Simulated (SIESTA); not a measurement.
# Mg5Te (R32) in SIESTA: reference runs, part 2 of 2

SIESTA 5.4.2. Earlier steps stand in the parts before.

### Step 3. Single point, PBEsol (atoms moved at random, drawn with an rms of 0.05 Å)

File Mg5Te.fdf:

```
SystemName                      Mg5Te
SystemLabel                     Mg5Te
NumberOfSpecies                 2
NumberOfAtoms                   6
%block ChemicalSpeciesLabel
  1  52 Te
  2  12 Mg
%endblock ChemicalSpeciesLabel

LatticeConstant                 1.0 Ang
%block LatticeVectors
     2.7888620199     1.6101502379     5.2849918958
    -2.7888620199     1.6101502379     5.2849918958
     0.0000000000    -3.2203004759     5.2849918958
%endblock LatticeVectors
AtomicCoordinatesFormat         Fractional
%block AtomicCoordinatesAndAtomicSpecies
     0.5049780000     0.4942860000     0.5029450000  1  Te
     0.8204590000     0.8375660000     0.8264600000  2  Mg
     0.1639510000     0.1843500000     0.1607940000  2  Mg
     0.0156900000     0.6579130000     0.3400990000  2  Mg
     0.3337540000     0.0010440000     0.6686270000  2  Mg
     0.6642010000     0.3254520000     0.0079190000  2  Mg
%endblock AtomicCoordinatesAndAtomicSpecies

%block kgrid.MonkhorstPack
    6   0   0  0.0
    0   6   0  0.0
    0   0   6  0.0
%endblock kgrid.MonkhorstPack
XC.Functional                   GGA
XC.Authors                      PBEsol
PAO.BasisSize                   DZP
PAO.EnergyShift                 0.003 Ry
Mesh.Cutoff                     800 Ry
OccupationFunction              FD
ElectronicTemperature           0.05 eV
MaxSCFIterations                120
SCF.MustConverge                false
SCF.Mixer.Method                Pulay
SCF.Mixer.Weight                0.25
SCF.Mixer.History               8
SCF.DM.Tolerance                5.0e-05
SCF.H.Tolerance                 1.0e-03 eV
WriteForces                     true
Charge.Mulliken                 end
%block PAO.Basis
  Te 4
  n=5 0 2
    5.613 0.000
  n=5 1 2
    7.253 0.000
  n=4 2 2
    3.260 0.000
  n=5 2 1
    7.253
  Mg 4
  n=2 0 2
    2.604 0.000
  n=3 0 2
    8.229 0.000
  n=2 1 2
    2.943 0.000
  n=3 1 1
    8.229
%endblock PAO.Basis
```

Potentials or basis: PseudoDojo 0.4 standard (PBEsol files), DZP (energy shift 0.003 Ry; two zetas on semicore shells).

Run with:

```sh
$ siesta Mg5Te.fdf > Mg5Te.out 2>&1
```

Mg5Te.out:

```text
Version         : 5.4.2

[... 6 lines left out ...]
 NOTE: Please see the manual for full details and compatibility measures.

reinit: Reading from file Mg5Te.fdf

reinit: -----------------------------------------------------------------------
reinit: System Name: Mg5Te
reinit: -----------------------------------------------------------------------
reinit: System Label: Mg5Te
reinit: -----------------------------------------------------------------------

initatom: Reading input for the pseudopotentials and atomic orbitals ----------
Species number:   1 Atomic number:   52 Label: Te
Species number:   2 Atomic number:   12 Label: Mg

Ground state valence configuration (from tables):   5s02  5p04  5d00  4f00
Ground state valence configuration (from tables):   3s02  3p00  3d00  4f00

---- Processing specs for species: Te
Reading pseudopotential information in PSML from:
  Te.psml
PSML file version: 1.1
Using libxc ids:  116 133
GGA--PBEsol XC_GGA_X_PBE_SOL--XC_GGA_C_PBE_SOL ps
Semicore shell(s) with 10 electrons included in the valence for Te

---- Processing specs for species: Mg
Reading pseudopotential information in PSML from:
  Mg.psml
PSML file version: 1.1
Using libxc ids:  116 133
GGA--PBEsol XC_GGA_X_PBE_SOL--XC_GGA_C_PBE_SOL ps
Semicore shell(s) with  8 electrons included in the valence for Mg

---- Pseudopotential check for Te

Pseudized shells:
5s( 2.00) rc: 2.25
5p( 4.00) rc: 1.90
4d(10.00) rc: 1.80
[... 633 lines left out ...]
siesta:      3    0.072690   -0.121905    0.027464
siesta:      4   -0.205869    0.058107   -0.124965
siesta:      5    0.062891   -0.092374   -0.187593
siesta:      6    0.076120    0.119913    0.045583
siesta: ----------------------------------------
siesta:    Tot    0.003005   -0.000651    0.000161

siesta: Stress tensor (static) (eV/Ang**3):
siesta:    -0.004146   -0.000397   -0.000235
siesta:    -0.000397   -0.001439    0.000069
siesta:    -0.000235    0.000069   -0.003278

siesta: Cell volume =        142.393120 Ang**3

siesta: Pressure (static):
siesta:                Solid            Molecule  Units
siesta:           0.00003218         -0.00002029  Ry/Bohr**3
siesta:           0.00295433         -0.00186336  eV/Ang**3
siesta:           4.73335621         -2.98543596  kBar

Basis Enthalpy Calculation:
    Basis Pressure for species 1(Te) :      0.2000000 GPa
    Basis Pressure for species 2(Mg) :      0.2000000 GPa

    Orbital volume contribution        =           6.112141 eV
    (Free)E + p_basis*V_orbitals       =      -10909.749568 eV
    (Free)Eharris+ p_basis*V_orbitals  =      -10909.749567 eV

mulliken: Atomic and Orbital Populations:

Species: Te
Atom  Qatom  Qorb
               5s      5s      5py     5pz     5px     5py     5pz     5px
               4dxy    4dyz    4dz2    4dxz    4dx2-y2 4dxy    4dyz    4dz2
               4dxz    4dx2-y2 5dxy    5dyz    5dz2    5dxz    5dx2-y2
   1 16.526   1.789   0.006   1.707   1.841   1.702  -0.303  -0.382  -0.295
              1.967   1.969   1.967   1.969   1.967   0.038   0.035   0.038

              0.035   0.038   0.103   0.063   0.108   0.063   0.101

Species: Mg
Atom  Qatom  Qorb
               2s      2s      3s      3s      2py     2pz     2px     2py
               2pz     2px     3py     3pz     3px
   2  9.824   1.957   0.032   1.090  -0.242   1.979   1.977   1.979   0.038
              0.041   0.038   0.285   0.371   0.280
   3  9.813   1.957   0.032   1.082  -0.240   1.979   1.977   1.978   0.038
              0.041   0.038   0.278   0.358   0.294
   4  9.938   1.957   0.032   1.237  -0.331   1.978   1.979   1.978   0.040
              0.037   0.041   0.341   0.297   0.352
   5  9.947   1.957   0.032   1.256  -0.340   1.978   1.979   1.978   0.040
              0.038   0.041   0.342   0.295   0.352
   6  9.953   1.957   0.032   1.256  -0.339   1.978   1.979   1.978   0.041
              0.038   0.040   0.346   0.295   0.354

mulliken: Qtot =       66.000

Mulliken Atomic Populations:
Atom #   charge [q] valence [e]  Species
     1    -0.525919   16.525919  Te
     2     0.176347    9.823653  Mg
     3     0.187244    9.812756  Mg
     4     0.062346    9.937654  Mg
     5     0.053224    9.946776  Mg
     6     0.046758    9.953242  Mg
 Total    -0.000000

Job completed
```

Wall time 50 s (1 thread of Intel Xeon 6975P-C (Granite Rapids), shared host); peak memory 0.53 GiB.

Results:

```
Free energy            : -10915.8617 eV
Pressure               : 0.5 GPa
Largest force          : 0.248 eV/Å
Band gap on the k mesh : none (metal or under the smearing width)
```

Forces on the atoms (eV/Å):
```
Te  -0.100  0.087  0.107
Mg   0.097 -0.052  0.133
Mg   0.073 -0.122  0.027
Mg  -0.206  0.058 -0.125
Mg   0.063 -0.092 -0.188
Mg   0.076  0.120  0.046
```

Caveat: the basis of atomic orbitals isn't converged, which shifts pressures, moduli and gaps.

### Step 4. Single point, PBEsol, 22.31 Å³/atom

Changes to Mg5Te.fdf since step 3:

```diff
@@ -11,5 +11,5 @@
 %block LatticeVectors
-     2.7888620199     1.6101502379     5.2849918958
-    -2.7888620199     1.6101502379     5.2849918958
-     0.0000000000    -3.2203004759     5.2849918958
+     2.7319304938     1.5772808060     5.1771046458
+    -2.7319304938     1.5772808060     5.1771046458
+     0.0000000000    -3.1545616121     5.1771046458
 %endblock LatticeVectors
@@ -17,8 +17,8 @@
 %block AtomicCoordinatesAndAtomicSpecies
-     0.5049780000     0.4942860000     0.5029450000  1  Te
-     0.8204590000     0.8375660000     0.8264600000  2  Mg
-     0.1639510000     0.1843500000     0.1607940000  2  Mg
-     0.0156900000     0.6579130000     0.3400990000  2  Mg
-     0.3337540000     0.0010440000     0.6686270000  2  Mg
-     0.6642010000     0.3254520000     0.0079190000  2  Mg
+     0.5000000000     0.5000000000     0.5000000000  1  Te
+     0.8298080000     0.8298080000     0.8298080000  2  Mg
+     0.1701920000     0.1701920000     0.1701920000  2  Mg
+     0.0000000000     0.6684530000     0.3315470000  2  Mg
+     0.3315470000     0.0000000000     0.6684530000  2  Mg
+     0.6684530000     0.3315470000     0.0000000000  2  Mg
 %endblock AtomicCoordinatesAndAtomicSpecies
```

Potentials or basis: PseudoDojo 0.4 standard (PBEsol files), DZP (energy shift 0.003 Ry; two zetas on semicore shells).

Run with:

```sh
$ siesta Mg5Te.fdf > Mg5Te.out 2>&1
```

Mg5Te.out:

```text
Version         : 5.4.2

[... 6 lines left out ...]
 NOTE: Please see the manual for full details and compatibility measures.

reinit: Reading from file Mg5Te.fdf

reinit: -----------------------------------------------------------------------
reinit: System Name: Mg5Te
reinit: -----------------------------------------------------------------------
reinit: System Label: Mg5Te
reinit: -----------------------------------------------------------------------

initatom: Reading input for the pseudopotentials and atomic orbitals ----------
Species number:   1 Atomic number:   52 Label: Te
Species number:   2 Atomic number:   12 Label: Mg

Ground state valence configuration (from tables):   5s02  5p04  5d00  4f00
Ground state valence configuration (from tables):   3s02  3p00  3d00  4f00

---- Processing specs for species: Te
Reading pseudopotential information in PSML from:
  Te.psml
PSML file version: 1.1
Using libxc ids:  116 133
GGA--PBEsol XC_GGA_X_PBE_SOL--XC_GGA_C_PBE_SOL ps
Semicore shell(s) with 10 electrons included in the valence for Te

[... 663 lines left out ...]
    (Free)Eharris+ p_basis*V_orbitals  =      -10909.687117 eV

mulliken: Atomic and Orbital Populations:

Species: Te
Atom  Qatom  Qorb
               5s      5s      5py     5pz     5px     5py     5pz     5px
               4dxy    4dyz    4dz2    4dxz    4dx2-y2 4dxy    4dyz    4dz2
               4dxz    4dx2-y2 5dxy    5dyz    5dz2    5dxz    5dx2-y2
   1 16.673   1.788  -0.004   1.764   1.927   1.764  -0.347  -0.446  -0.347
              1.966   1.969   1.968   1.969   1.966   0.039   0.036   0.038

              0.036   0.039   0.128   0.079   0.132   0.079   0.128

Species: Mg
Atom  Qatom  Qorb
               2s      2s      3s      3s      2py     2pz     2px     2py
               2pz     2px     3py     3pz     3px
   2  9.769   1.958   0.031   0.977  -0.214   1.979   1.977   1.979   0.038
              0.042   0.038   0.285   0.392   0.285
   3  9.769   1.958   0.031   0.977  -0.214   1.979   1.977   1.979   0.038
              0.042   0.038   0.285   0.392   0.285
   4  9.930   1.957   0.031   1.179  -0.327   1.978   1.979   1.978   0.041
              0.038   0.041   0.361   0.308   0.365
   5  9.930   1.957   0.031   1.179  -0.327   1.978   1.979   1.978   0.041
              0.038   0.041   0.361   0.308   0.365
   6  9.930   1.957   0.031   1.179  -0.327   1.977   1.979   1.978   0.041
              0.038   0.041   0.367   0.308   0.359

mulliken: Qtot =       66.000

Mulliken Atomic Populations:
Atom #   charge [q] valence [e]  Species
     1    -0.672542   16.672542  Te
     2     0.230957    9.769043  Mg
     3     0.230957    9.769043  Mg
     4     0.070210    9.929790  Mg
     5     0.070210    9.929790  Mg
     6     0.070210    9.929790  Mg
 Total     0.000000

Job completed
```

Wall time 53 s (1 thread of Intel Xeon 6975P-C (Granite Rapids), shared host); peak memory 0.55 GiB.

What came out:

```yaml
Free_energy: -10915.7993 eV
Pressure: 3.1 GPa
Largest_force: 0.009 eV/Å
Band_gap_on_the_k_mesh: none (metal or under the smearing width)
```

Caveat: the basis of atomic orbitals isn't converged, which shifts pressures, moduli and gaps.

### Step 5. Single point, PBEsol, 22.78 Å³/atom

Changes to Mg5Te.fdf since step 4:

```diff
@@ -11,5 +11,5 @@
 %block LatticeVectors
-     2.7319304938     1.5772808060     5.1771046458
-    -2.7319304938     1.5772808060     5.1771046458
-     0.0000000000    -3.1545616121     5.1771046458
+     2.7511700748     1.5883887833     5.2135643305
+    -2.7511700748     1.5883887833     5.2135643305
+     0.0000000000    -3.1767775667     5.2135643305
 %endblock LatticeVectors
```

Run with:

```sh
$ siesta < Mg5Te.fdf > Mg5Te.out 2>&1
```

Run time: 52 s. Hardware: 1 thread of Intel Xeon 6975P-C (Granite Rapids), shared host; peak memory 0.54 GiB.

Results (log left out):

```
Free energy            : -10915.8456 eV
Pressure               : 2.1 GPa
Largest force          : 0.008 eV/Å
Band gap on the k mesh : none (metal or under the smearing width)
```

Caveat: the basis of atomic orbitals isn't converged, which shifts pressures, moduli and gaps.

### Step 6. Single point, PBEsol, 23.26 Å³/atom

Changes to Mg5Te.fdf since step 5:

```diff
@@ -11,5 +11,5 @@
 %block LatticeVectors
-     2.7511700748     1.5883887833     5.2135643305
-    -2.7511700748     1.5883887833     5.2135643305
-     0.0000000000    -3.1767775667     5.2135643305
+     2.7701442612     1.5993435349     5.2495210828
+    -2.7701442612     1.5993435349     5.2495210828
+     0.0000000000    -3.1986870698     5.2495210828
 %endblock LatticeVectors
```

Potentials or basis: PseudoDojo 0.4 standard (PBEsol files), DZP (energy shift 0.003 Ry; two zetas on semicore shells).

Run with:

```sh
$ siesta Mg5Te.fdf > Mg5Te.out 2>&1
```

Wall time 51 s (1 thread of Intel Xeon 6975P-C (Granite Rapids), shared host); peak memory 0.54 GiB.

The run converged. Its results:

| Item | Value |
| --- | --- |
| Free energy | -10915.8751 eV |
| Pressure | 1.2 GPa |
| Largest force | 0.008 eV/Å |
| Band gap on the k mesh | none (metal or under the smearing width) |

Caveat: the basis of atomic orbitals isn't converged, which shifts pressures, moduli and gaps.

### Step 7. Single point, PBEsol, 24.21 Å³/atom

Changes to Mg5Te.fdf since step 6:

```diff
@@ -11,5 +11,5 @@
 %block LatticeVectors
-     2.7701442612     1.5993435349     5.2495210828
-    -2.7701442612     1.5993435349     5.2495210828
-     0.0000000000    -3.1986870698     5.2495210828
+     2.8073318431     1.6208137953     5.3199928622
+    -2.8073318431     1.6208137953     5.3199928622
+     0.0000000000    -3.2416275906     5.3199928622
 %endblock LatticeVectors
```

Run with:

```sh
$ siesta < Mg5Te.fdf > Mg5Te.out 2>&1
```

Run time: 63 s. Hardware: 1 thread of Intel Xeon 6975P-C (Granite Rapids), shared host; peak memory 0.6 GiB.

The run converged. Its results:

```
Free energy            : -10915.8869 eV
Pressure               : -0.4 GPa
Largest force          : 0.009 eV/Å
Band gap on the k mesh : none (metal or under the smearing width)
```

Caveat: the basis of atomic orbitals isn't converged, which shifts pressures, moduli and gaps.

### Step 8. Single point, PBEsol, 24.68 Å³/atom

Changes to Mg5Te.fdf since step 7:

```diff
@@ -11,5 +11,5 @@
 %block LatticeVectors
-     2.8073318431     1.6208137953     5.3199928622
-    -2.8073318431     1.6208137953     5.3199928622
-     0.0000000000    -3.2416275906     5.3199928622
+     2.8255617814     1.6313388551     5.3545392383
+    -2.8255617814     1.6313388551     5.3545392383
+     0.0000000000    -3.2626777103     5.3545392383
 %endblock LatticeVectors
```

Run with:

```sh
$ siesta Mg5Te.fdf > Mg5Te.out 2>&1
```

It took 60 s on 1 thread of Intel Xeon 6975P-C (Granite Rapids), shared host; peak memory 0.59 GiB.

The run converged. Its results:

- Free energy: -10915.8744 eV
- Pressure: -1.0 GPa
- Largest force: 0.010 eV/Å
- Band gap on the k mesh: none (metal or under the smearing width)

Caveat: the basis of atomic orbitals isn't converged, which shifts pressures, moduli and gaps.

### Step 9. Single point, PBEsol, 25.16 Å³/atom

Changes to Mg5Te.fdf since step 8:

```diff
@@ -11,5 +11,5 @@
 %block LatticeVectors
-     2.8255617814     1.6313388551     5.3545392383
-    -2.8255617814     1.6313388551     5.3545392383
-     0.0000000000    -3.2626777103     5.3545392383
+     2.8435594755     1.6417298286     5.3886455034
+    -2.8435594755     1.6417298286     5.3886455034
+     0.0000000000    -3.2834596573     5.3886455034
 %endblock LatticeVectors
```

Potentials or basis: PseudoDojo 0.4 standard (PBEsol files), DZP (energy shift 0.003 Ry; two zetas on semicore shells).

Run with:

```sh
$ siesta Mg5Te.fdf > Mg5Te.out 2>&1
```

Wall time 58 s (1 thread of Intel Xeon 6975P-C (Granite Rapids), shared host); peak memory 0.59 GiB.

Results (log left out):

| Property | Result |
| --- | --- |
| Free energy | -10915.8503 eV |
| Pressure | -1.7 GPa |
| Largest force | 0.011 eV/Å |
| Band gap on the k mesh | none (metal or under the smearing width) |

Caveat: the basis of atomic orbitals isn't converged, which shifts pressures, moduli and gaps.

### Step 10. Equation of state, PBEsol

Potentials or basis: PseudoDojo 0.4 standard (PBEsol files), DZP (energy shift 0.003 Ry; two zetas on semicore shells).

No new run: the results of the series are fitted here.

Results:

```
Equilibrium volume                        : 23.94 Å³/atom
Bulk modulus at fixed shape and positions : 38 GPa
Pressure derivative of the bulk modulus   : 5.1 (rough: it moves with the points fitted)
```

Energy against volume, from the lowest point:
```tsv
volume (Å³/atom)	energy (meV/atom)
22.308	15.02
22.783	7.29
23.258	2.37
23.732	0.00
24.207	0.40
24.681	2.49
25.156	6.51
```

Caveat: the cell was scaled at fixed shape and fractional positions, which overstates the stiffness of a crystal with free parameters, most of all of layers and chains; the basis of atomic orbitals isn't converged, which shifts pressures, moduli and gaps.

### Step 11. The runs side by side

| task | cell | gap on the mesh (eV) | pressure (GPa) | largest force (eV/Å) |
| --- | --- | --- | --- | --- |
| single point | as given | none | 0.4 | 0.01 |
| single point | atoms moved at random, drawn with an rms of 0.05 Å | none | 0.5 | 0.25 |
| equation of state | as given | - | - | - |

Alike in all rows: level PBEsol; potentials or basis PseudoDojo 0.4 standard (PBEsol files), DZP (energy shift 0.003 Ry; two zetas on semicore shells); no spin polarisation; k mesh 6 × 6 × 6; smearing fermi-dirac 0.05 eV; grid cutoff 800 Ry; energy shift 0.003 Ry.

Caveats: the basis of atomic orbitals isn't converged, which shifts pressures, moduli and gaps; the cell was scaled at fixed shape and fractional positions, which overstates the stiffness of a crystal with free parameters, most of all of layers and chains (some runs).

Total energies depend on the potentials used, so only differences within one code and one set of settings carry meaning.
